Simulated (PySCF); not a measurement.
**The bond of GeC, level by level**

An exercise on one series of results from a longer session: the logs are not shown, and one member is left open.

The runs use PySCF 2.14.0; Ge def2-TZVPP, C def2-TZVPP, no relativity.

Set-up of the first run:

Settings of the job:

```
atoms                         : Ge, C
charge                        : 0
basis                         : Ge def2-TZVPP, C def2-TZVPP
Hamiltonian                   : no relativity
basis functions               : 79
electrons treated             : 38
masses in u                   : 73.9212, 12.0000
levels                        : PBE0, PBE, r²SCAN, B97-3, MN15, B2PLYP, BP86, ωB97X-V, HF, MP2, SCS-MP2, CCSD, CCSD(T)
grid                          : 80 radial by 434 angular points
occupations                   : held fixed by the projection of orbital angular momentum
dissociation limit            : Ge + C, each in its ground configuration
starting distance in angstrom : 1.870
values of 2S to try           : 0, 2, 4
```

Started as:

```bash
> OMP_NUM_THREADS=1 python dia.py task.json out
```

Among the steps run: Set-up; The PBE0 curve of the state that the search chose; Other states along the same grid; PBE (GGA); r²SCAN (meta-GGA); B97-3 (global hybrid GGA); MN15 (hybrid meta-GGA); B2PLYP (double hybrid); BP86; ωB97X-V; ROHF (mean field); Adding correlation.

One table of the session follows, with a row left open; its other results are not shown here.

It belongs to the step «The curves together». Energy (eV) from each level's lowest point:

| R (Å) | ROHF | ROHF-MP2 | ROHF-SCS-MP2 | ROHF-CCSD | ROHF-CCSD(T) |
| --- | --- | --- | --- | --- | --- |
| 1.545 | 1.174 | 1.346 | 1.361 | n/a | n/a |
| 1.617 | 0.473 | 0.613 | 0.623 | 0.616 | 0.668 |
| 1.689 | 0.109 | 0.201 | 0.206 | 0.203 | 0.235 |
| 1.743 | 0.001 | 0.048 | 0.051 | 0.050 | 0.067 |
| 1.797 | 0.000 | 0.000 | 0.000 | 0.000 | 0.000 |
| 1.851 | 0.079 | 0.035 | 0.032 | 0.028 | 0.012 |
| 1.923 | ? | ? | ? | ? | ? |
| 2.013 | 0.601 | 0.497 | 0.475 | 0.408 | 0.346 |
| 2.120 | 1.044 | 1.007 | 0.963 | 0.791 | 0.701 |
| 2.264 | 1.610 | 1.825 | 1.740 | n/a | n/a |

Estimate the missing values for R (Å) = 1.923.

Worked estimate for «ROHF». A straight line through the neighbours (1.851, 0.079) and (2.013, 0.601) gives 0.079 + (0.601 − 0.079) × (1.923 − 1.851) / (2.013 − 1.851) = 0.311; a parabola fitted to 4 rows on both sides gives 0.286.

The run gave: ROHF: 0.273; ROHF-MP2: 0.183; ROHF-SCS-MP2: 0.174; ROHF-CCSD: 0.155; ROHF-CCSD(T): 0.117. In «ROHF» the line misses by +0.038 and the parabola by +0.013.
